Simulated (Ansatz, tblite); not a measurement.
# W(NH)2(OH)2 (H₄N₂O₂W): rung by rung

An exercise on one series of results from a longer session: the logs are not shown, and one member is left open.

The runs use Ansatz 0.2.0, Gaussian basis; as each input shows.

Levels to be run: GFN1-xTB, GFN2-xTB, PBE-D4/def2-TZVP, r2SCAN-D4/def2-TZVP, LC-ωPBE/def2-TZVP, r2SCAN0-D4/def2-TZVP, HF/def2-TZVP, PBE-D4/def2-SVP, PBE0-D4/def2-SVP, CCSD(T)/def2-SVP, MP2/def2-TZVP.

2 further runs of the same task are left out: 2 set aside as unsound or not needed.

## The relaxed structure

The singlet was relaxed beforehand with PBE-D4/def2-SVP.

9 atoms, charge 0, spin multiplicity 1.

Bond lengths: N1–W5 1.769 Å, N1–H6 1.023 Å, N2–W5 1.769 Å, N2–H7 1.023 Å, O3–W5 1.923 Å, O3–H8 0.974 Å, O4–W5 1.923 Å, O4–H9 0.974 Å. Angles: W5–N1–H6 156.6°, W5–N2–H7 156.6°, W5–O3–H8 119.7°, W5–O4–H9 119.7°, N1–W5–N2 112.2°, N1–W5–O3 108.5°, N1–W5–O4 107.0°, N2–W5–O3 107.0°, N2–W5–O4 108.5°, O3–W5–O4 113.7°.

Coordinates:

```
N    -0.0996    0.2905    1.6700
N     1.5181   -0.0313   -0.7599
O    -1.0779    1.3971   -0.9388
O    -0.8942   -1.7577   -0.3262
W    -0.1109   -0.0203   -0.0711
H     0.3122    0.4638    2.5902
H     2.5372    0.0573   -0.7623
H    -1.6708    1.9672   -0.4167
H    -0.5142   -2.3666   -0.9851
```

W takes a core potential in the def2 sets. No spin-orbit coupling is included.

PBE0-D4/def2-TZVP was run before; its log isn't repeated, and its numbers join the tables.

Set-up of the first run:

Tight binding, by tblite at 300 K electronic temperature and without a spin-polarisation term:

```python
tblite.interface.Calculator('GFN1-xTB', numbers, positions, charge=0, uhf=0).singlepoint()
```

Tight binding, by tblite at 300 K electronic temperature and without a spin-polarisation term:

```python
tblite.interface.Calculator('GFN2-xTB', numbers, positions, charge=0, uhf=0).singlepoint()
```

start.molden holds the orbitals of an earlier run on this state, given as this run's starting guess.

File in.yaml:

```yaml
crystal:
  periodic: [false, false, false]
  atoms:
    - {symbol: N, position_ang: [-0.099615, 0.290523, 1.669968]}
    - {symbol: N, position_ang: [1.518122, -0.031275, -0.759882]}
    - {symbol: O, position_ang: [-1.077853, 1.397091, -0.938807]}
    - {symbol: O, position_ang: [-0.894155, -1.757698, -0.326240]}
    - {symbol: W, position_ang: [-0.110895, -0.020341, -0.071135]}
    - {symbol: H, position_ang: [0.312221, 0.463819, 2.590201]}
    - {symbol: H, position_ang: [2.537243, 0.057276, -0.762264]}
    - {symbol: H, position_ang: [-1.670834, 1.967166, -0.416705]}
    - {symbol: H, position_ang: [-0.514225, -2.366561, -0.985135]}
basis:
  gaussian: {orbitals: def2-TZVP, initial_orbitals: start.molden}
hamiltonian: {xc: pbe, dispersion: d4}
scf: {omitted_lower_state_checks: [starts]}
output: {forces: true, orbitals: {seedname: orbitals}}
```

On the command line:

```
$ ansatz run in.yaml --threads 2 --pin off --events-out ev --progress --plain --max-ram 4352MiB
```

Steps of the session up to this table: PBE-D4/def2-TZVP; r2SCAN-D4/def2-TZVP; LC-ωPBE/def2-TZVP; r2SCAN0-D4/def2-TZVP; HF/def2-TZVP; PBE-D4/def2-SVP; PBE0-D4/def2-SVP; CCSD(T)/def2-SVP; MP2/def2-TZVP.

One table of the session follows, with a row left open; its other results are not shown here.

It belongs to the step «Binding energy». 

| method | binding an atom (eV) |
| --- | --- |
| HF/def2-SVP | ? |
| HF/def2-TZVP | 2.375 |
| MP2/def2-SVP | 4.070 |
| MP2/def2-TZVP | 4.287 |
| CCSD/def2-SVP | 3.753 |
| CCSD(T)/def2-SVP | 3.878 |

Q: Estimate the row for HF/def2-SVP from the others.

**Answer.** binding an atom (eV): 2.316. In the column «binding an atom (eV)» it is the lowest.

To keep in mind: Free atoms were run apart at each level; binding is atoms less cluster, divided by the number of atoms, without zero-point or spin-orbit terms.
